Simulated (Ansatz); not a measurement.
# TaGe3Pd2: the cost of one run

Method: DFT PBE, scalar-relativistic, plane waves, PAW, in Ansatz 0.2.0.

1 further run of the same task is left out (it didn't finish).

## (1) The system as given

The structure is hexagonal, space group P6/mmm (No. 191). The conventional cell has a = 5.946 Å, b = 5.946 Å, c = 3.283 Å, α = 90.00°, β = 90.00°, γ = 120.00°. Ta (site symmetry 6/mmm) is surrounded by 2 Ta at 3.28 Å and 12 Ge at 3.40 Å and 6 Pd at 3.43 Å. Ge (site symmetry mmm) is surrounded by 4 Pd at 2.37 Å. Around Pd (site symmetry -6m2) lie 6 Ge at 2.37 Å.

Coordinates:

```
Ta Ge Pd
1.0
     5.94629    0.00000    0.00000
    -2.97315    5.14964    0.00000
     0.00000    0.00000    3.28256
Ta Ge Pd
1 3 2
Direct
  0.00000 0.00000 0.00000
  0.50000 0.00000 0.50000
  0.50000 0.50000 0.50000
  0.00000 0.50000 0.50000
  0.33333 0.66667 0.00000
  0.66667 0.33333 0.00000
```

A structure generator made this guess: species swapped into a database cell of DyB2Ru3 (P6/mmm, No. 191), with Ta on the Dy sites, Pd on the B sites and Ge on the Ru sites. Its size is a rough estimate.

## (2) The guess as it stands, on a coarse mesh

input.yaml reads:

```yaml
crystal:
  lattice:
    - [5.9462915, 0.0, 0.0]
    - [-2.97314575, 5.1496395, 0.0]
    - [0.0, 0.0, 3.28256463]
  atoms:
    - { symbol: Ta, position: [0.0, 0.0, 0.0] }
    - { symbol: Ge, position: [0.5, 0.0, 0.5] }
    - { symbol: Ge, position: [0.5, 0.5, 0.5] }
    - { symbol: Ge, position: [0.0, 0.5, 0.5] }
    - { symbol: Pd, position: [0.33333333, 0.66666667, 0.0] }
    - { symbol: Pd, position: [0.66666667, 0.33333333, 0.0] }
basis:
  ecutwfc: 420
kpoints:
  mp_grid: { grid: [3, 3, 6] }
hamiltonian:
  xc: pbe
scf:
  occupations: { method: gaussian, width: 0.1 }
  lower_state_search: "off"
output:
  forces: true
  stress: true
  eigenvalues: true
```

Started as:

```console
$ ansatz run input.yaml --threads 1 --pin off --max-ram 2560MiB --backend cpu --events-out ev --progress --plain --runs-dir out
```

What time and memory should one allow on 1 thread of Intel Xeon at 2.50GHz (Skylake/Cascade Lake), shared host?

About 7.9 s, with a peak of 0.42 GiB.
